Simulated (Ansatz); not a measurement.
**Ca3Si2N: what a guessed cell relaxes into**

Aim: relax a trial structure of Ca3Si2N and see where it ends.

Method: DFT PBE, scalar-relativistic, plane waves, PAW, in Ansatz 0.2.0.

### 1 Starting point

Symmetry: P4mm, No. 99, tetragonal system. The conventional cell has a = 4.432 Å, b = 4.432 Å, c = 6.287 Å, α = 90.00°, β = 90.00°, γ = 90.00°. Ca (site symmetry 4mm) has 1 Si at 2.18 Å as nearest neighbours. Ca (site symmetry 2mm) has 4 Si at 2.52 to 2.78 Å and 2 N at 2.98 Å as nearest neighbours. Si (site symmetry 4mm) has 1 N at 2.61 Å and 4 Ca at 2.78 Å as nearest neighbours. Si (site symmetry 4mm) is surrounded by 5 Ca at 2.18 to 2.52 Å. N (site symmetry 4mm) has 1 Si at 2.61 Å and 4 Ca at 2.98 Å as nearest neighbours.

Coordinates:

```cif
data_structure
_symmetry_space_group_name_H-M 'P4mm'
_symmetry_Int_Tables_number 99
_cell_length_a 4.4321
_cell_length_b 4.4321
_cell_length_c 6.2867
_cell_angle_alpha 90.000
_cell_angle_beta 90.000
_cell_angle_gamma 90.000
_cell_volume 123.49
loop_
_atom_site_label
_atom_site_type_symbol
_atom_site_symmetry_multiplicity
_atom_site_Wyckoff_symbol
_atom_site_fract_x
_atom_site_fract_y
_atom_site_fract_z
_atom_site_occupancy
Ca1 Ca 1 a 0.00000 0.00000 0.87763 1
Ca2 Ca 2 c 0.00000 0.50000 0.34158 1
Si1 Si 1 b 0.50000 0.50000 0.07431 1
Si2 Si 1 a 0.00000 0.00000 0.53125 1
N1 N 1 b 0.50000 0.50000 0.65882 1
```

The cell is invented: random cell by space group and Wyckoff sites (P4mm, No. 99). The dimensions are guesses.

### 2 A first look at the guess

Contents of input.yaml:

```yaml
crystal:
  lattice:
    - [4.43212533, 0.0, 0.0]
    - [0.0, 4.43212533, 0.0]
    - [0.0, 0.0, 6.28668377]
  atoms:
    - { symbol: Ca, position: [0.0, 0.0, 0.87763093] }
    - { symbol: Ca, position: [0.0, 0.5, 0.34158181] }
    - { symbol: Ca, position: [0.5, 0.0, 0.34158181] }
    - { symbol: Si, position: [0.5, 0.5, 0.07431111] }
    - { symbol: Si, position: [0.0, 0.0, 0.531249] }
    - { symbol: "N", position: [0.5, 0.5, 0.65881892] }
basis:
  ecutwfc: 420
kpoints:
  mp_grid: { grid: [4, 4, 4] }
hamiltonian:
  xc: pbe
scf:
  occupations: { method: gaussian, width: 0.1 }
  lower_state_search: "off"
output:
  forces: true
  stress: true
  eigenvalues: true
```

Launch:

```
$ ansatz run input.yaml --threads 1 --pin off --max-ram 2560MiB --backend cpu --events-out ev --progress --plain --runs-dir out
```

The session goes on with these runs: spin check on a coarse mesh; rough relaxation on the coarse mesh; full relaxation.

Q: Predict the outcome of this session. Wanted: conventional cell; volume; energy over the elements; gap on the mesh.

**Answer**, as computed:

| quantity | value |
| --- | --- |
| symmetry at the end (tolerance 0.05 Å) | space group P4mm (No. 99) |
| conventional cell | a = 5.504 Å, b = 5.504 Å, c = 5.808 Å, α = 90.00°, β = 90.00°, γ = 90.00° |
| volume | 29.33 Å³/atom |
| energy over the elements (uncorrected; H, N, O, F and Cl as molecules) | -0.11 eV/atom |
| gap on the mesh | none (metal) |

The space group P4mm (No. 99) is kept, and the volume per atom grows by 42.5 % from the first guess. It lies below the elements, which doesn't yet make it stable: competing phases were not computed in this session. No finished test with a distortion of lower symmetry is shown, so the end may be a saddle point. A spin-polarised run here lost its starting moments, which speaks against magnetism, though one start doesn't rule it out. Other magnetic orders were not searched.
